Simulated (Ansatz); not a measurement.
**C11H9F3O2: how energies converge with the basis set**

An exercise on one series of results from a longer session: the logs are not shown, and one member is left open.

Computed with Ansatz 0.2.0, Gaussian basis. Level: one geometry, several basis sets.

Levels to be run: PBE0-D4/def2-SVP; ωB97M-V/def2-SVP; PBE0-D4/def2-QZVPP; ωB97M-V/def2-QZVPP; the functionals' def2-TZVPP values are taken from earlier runs.

1 further run of the same task is left out (it didn't finish).

## Structure used throughout

All runs share one geometry, relaxed beforehand with PBE0-D4 in a triple-zeta def2 set.

SMILES `C=C(C(=O)OCc1ccccc1)C(F)(F)F`, 25 atoms, charge 0, spin multiplicity 1.

Atoms are counted from 1 here; the program's logs count them from 0.

Bond lengths: C1–C2 1.326 Å, C1–H17 1.082 Å, C1–H18 1.082 Å, C2–C3 1.489 Å, C2–C13 1.507 Å, C3–O4 1.201 Å, C3–O5 1.335 Å, O5–C6 1.442 Å, C6–C7 1.497 Å, C6–H19 1.090 Å, C6–H20 1.090 Å, C7–C8 1.391 Å, C7–C12 1.391 Å, C8–C9 1.386 Å, C8–H21 1.085 Å, C9–C10 1.387 Å, C9–H22 1.084 Å, C10–C11 1.387 Å and more. Angles: C2–C1–H17 121.2°, C2–C1–H18 120.2°, H17–C1–H18 118.6°, C1–C2–C3 123.1°, C1–C2–C13 121.2°, C3–C2–C13 115.7°, C2–C3–O4 123.5°, C2–C3–O5 111.7°, O4–C3–O5 124.7°, C3–O5–C6 116.3°, O5–C6–C7 111.4°, O5–C6–H19 104.2°, O5–C6–H20 108.7°, C7–C6–H19 111.1°, C7–C6–H20 111.4°, H19–C6–H20 109.7°, C6–C7–C8 120.1°, C6–C7–C12 120.7° and more.

As a file:

```xyz
25

C    -3.2258   -0.5179    0.6185
C    -2.5502   -1.0280   -0.4023
C    -1.3445   -0.3788   -0.9859
O    -0.6742   -0.8779   -1.8491
O    -1.1107    0.8147   -0.4360
C     0.0740    1.5035   -0.8848
C     1.2676    1.1273   -0.0639
C     1.5392    1.8017    1.1220
C     2.6288    1.4468    1.9009
C     3.4590    0.4113    1.4973
C     3.1967   -0.2645    0.3146
C     2.1061    0.0913   -0.4633
C    -2.9608   -2.3329   -1.0356
F    -3.2253   -2.1849   -2.3358
F    -2.0130   -3.2635   -0.9125
F    -4.0691   -2.8226   -0.4625
H    -4.0924   -1.0225    1.0250
H    -2.9149    0.4169    1.0648
H    -0.1678    2.5591   -0.7638
H     0.2298    1.2804   -1.9401
H     0.8919    2.6149    1.4348
H     2.8335    1.9813    2.8214
H     4.3135    0.1333    2.1037
H     3.8449   -1.0725   -0.0044
H     1.8903   -0.4407   -1.3826
```

Set-up of the first run:

in.yaml reads:

```yaml
crystal:
  periodic: [false, false, false]
  atoms:
    - {symbol: C, position_ang: [-3.225763, -0.517915, 0.618520]}
    - {symbol: C, position_ang: [-2.550206, -1.028017, -0.402328]}
    - {symbol: C, position_ang: [-1.344506, -0.378849, -0.985861]}
    - {symbol: O, position_ang: [-0.674230, -0.877927, -1.849097]}
    - {symbol: O, position_ang: [-1.110657, 0.814711, -0.436018]}
    - {symbol: C, position_ang: [0.074010, 1.503488, -0.884763]}
    - {symbol: C, position_ang: [1.267592, 1.127313, -0.063872]}
    - {symbol: C, position_ang: [1.539157, 1.801656, 1.122000]}
    - {symbol: C, position_ang: [2.628781, 1.446843, 1.900882]}
    - {symbol: C, position_ang: [3.459034, 0.411287, 1.497337]}
    - {symbol: C, position_ang: [3.196663, -0.264496, 0.314636]}
    - {symbol: C, position_ang: [2.106112, 0.091288, -0.463335]}
    - {symbol: C, position_ang: [-2.960773, -2.332911, -1.035614]}
    - {symbol: F, position_ang: [-3.225329, -2.184881, -2.335795]}
    - {symbol: F, position_ang: [-2.013000, -3.263482, -0.912469]}
    - {symbol: F, position_ang: [-4.069103, -2.822575, -0.462494]}
    - {symbol: H, position_ang: [-4.092421, -1.022525, 1.025015]}
    - {symbol: H, position_ang: [-2.914899, 0.416949, 1.064838]}
    - {symbol: H, position_ang: [-0.167790, 2.559073, -0.763818]}
    - {symbol: H, position_ang: [0.229833, 1.280376, -1.940087]}
    - {symbol: H, position_ang: [0.891875, 2.614884, 1.434815]}
    - {symbol: H, position_ang: [2.833458, 1.981338, 2.821446]}
    - {symbol: H, position_ang: [4.313509, 0.133273, 2.103689]}
    - {symbol: H, position_ang: [3.844913, -1.072483, -0.004441]}
    - {symbol: H, position_ang: [1.890343, -0.440720, -1.382588]}
basis:
  gaussian: {orbitals: def2-SVP}
hamiltonian: {xc: pbe0, dispersion: d4}
output: {orbitals: {seedname: orbitals}}
```

Among the steps run: PBE0-D4 in def2-SVP; ωB97M-V in def2-SVP; PBE0-D4 in def2-QZVPP; ωB97M-V in def2-QZVPP.

One table of the session follows, with a row left open; its other results are not shown here.

It belongs to the step «Density functionals: the series». 

```
functional       basis  HOMO (eV)  LUMO (eV)
   PBE0-D4    def2-SVP          ?          ?
   PBE0-D4  def2-TZVPP      -7.49      -1.90
   PBE0-D4  def2-QZVPP      -7.51      -1.94
   ωB97M-V    def2-SVP      -9.55       0.47
   ωB97M-V  def2-TZVPP      -9.57       0.27
   ωB97M-V  def2-QZVPP      -9.59       0.20
```

Estimate the missing values for PBE0-D4, def2-SVP.

**Answer.** HOMO (eV): -7.48; LUMO (eV): -1.77. In the column «HOMO (eV)» it is the highest.
